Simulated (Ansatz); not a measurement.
# H4OS2Si: up Jacob's ladder to CCSD(T)

The task here is to estimate one member of a computed series from the others.

Program: Ansatz 0.2.0, Gaussian basis. Level of theory: functionals in def2-TZVPP, the program's frozen cores in correlated methods. These are calculated values, not measurements.

Plan: LDA (SPW92), PBE-D4, revPBE-D4, BLYP-D4, r2SCAN-D4, B97M-V, PBE0-D4, B3LYP-D4, r2SCANh-D4, r2SCAN0-D4, HSE06-D4, BHLYP-D4, CAM-B3LYP-D4, LC-ωPBE, ωB97X-V, ωB97M-V, B2PLYP, PBE-QIDH; CCSD(T)/def2-SVP; CCSD(T)/def2-TZVPP; MP2/def2-QZVPP; extrapolation to the limit; RPA on PBE.

### Structure used throughout

The geometry comes from an earlier relaxation with PBE0-D4 in a triple-zeta def2 set; it is a stationary point, not always the lowest conformer.

SMILES `O[SiH](S)S`, 8 atoms, charge 0, spin multiplicity 1.

Atoms are counted from 1 here; the program's logs count them from 0.

Bond lengths: O1–Si2 1.636 Å, O1–H5 0.959 Å, Si2–S3 2.136 Å, Si2–S4 2.133 Å, Si2–H6 1.475 Å, S3–H7 1.343 Å, S4–H8 1.344 Å. Angles: Si2–O1–H5 118.2°, O1–Si2–S3 106.5°, O1–Si2–S4 116.0°, O1–Si2–H6 105.2°, S3–Si2–S4 109.8°, S3–Si2–H6 114.5°, S4–Si2–H6 105.1°, Si2–S3–H7 94.2°, Si2–S4–H8 94.3°.

The first run:

Contents of in.yaml:

```yaml
crystal:
  periodic: [false, false, false]
  atoms:
    - {symbol: O, position_ang: [-0.808886, 1.456750, -0.751428]}
    - {symbol: Si, position_ang: [0.070771, 0.521184, 0.261607]}
    - {symbol: S, position_ang: [1.617279, -0.361257, -0.917386]}
    - {symbol: S, position_ang: [-1.003315, -1.002078, 1.298286]}
    - {symbol: H, position_ang: [-1.227516, 1.038692, -1.506030]}
    - {symbol: H, position_ang: [0.550872, 1.436940, 1.313678]}
    - {symbol: H, position_ang: [1.910534, -1.302668, -0.005730]}
    - {symbol: H, position_ang: [-1.017438, -1.844664, 0.251203]}
basis:
  gaussian: {orbitals: def2-TZVPP}
hamiltonian: {xc: lda}
output: {orbitals: {seedname: orbitals}}
```

The run is started by

```sh
$ ansatz run in.yaml --threads 2 --pin off --events-out ev --progress --plain --max-ram 4352MiB
```

Among the steps run: LDA; PBE-D4 (GGA); revPBE-D4 (GGA); BLYP-D4 (GGA); r2SCAN-D4 (meta-GGA); B97M-V (meta-GGA); B3LYP-D4 (hybrid); r2SCANh-D4 (hybrid); r2SCAN0-D4 (hybrid); HSE06-D4 (hybrid); BHLYP-D4 (hybrid); CAM-B3LYP-D4 (range-separated); LC-ωPBE (range-separated); ωB97X-V (range-separated); ωB97M-V (range-separated); B2PLYP (double hybrid); PBE-QIDH (double hybrid).

One of the session's tables, all rows but one given; the rest of the session is left out.

It belongs to the step «Orbital energies across the functionals». 

```
  functional  HOMO (eV)  gap (eV)
 LDA (SPW92)      -6.55      5.26
      PBE-D4      -6.43      5.32
   revPBE-D4      -6.38      5.35
     BLYP-D4      -6.25      5.26
   r2SCAN-D4      -6.72      5.91
      B97M-V      -6.81      5.91
     PBE0-D4      -7.66      7.47
    B3LYP-D4          ?         ?
  r2SCANh-D4      -7.17      6.69
  r2SCAN0-D4      -7.85      7.84
    HSE06-D4      -7.26      6.69
    BHLYP-D4      -8.74      9.47
CAM-B3LYP-D4      -8.97      9.82
     LC-ωPBE     -10.38     12.44
     ωB97X-V     -10.01     11.93
     ωB97M-V      -9.83     11.48
```

Estimate the missing values for B3LYP-D4.

Worked estimate for «HOMO (eV)». Against the share of exact exchange, BLYP-D4 (0, -6.25), BHLYP-D4 (0.5, -8.74) give a slope of -4.98 per unit share; at 0.2 the line stands at -7.25.

**Answer.** HOMO (eV): -7.40; gap (eV): 6.97. In «HOMO (eV)» the line misses by +0.15.
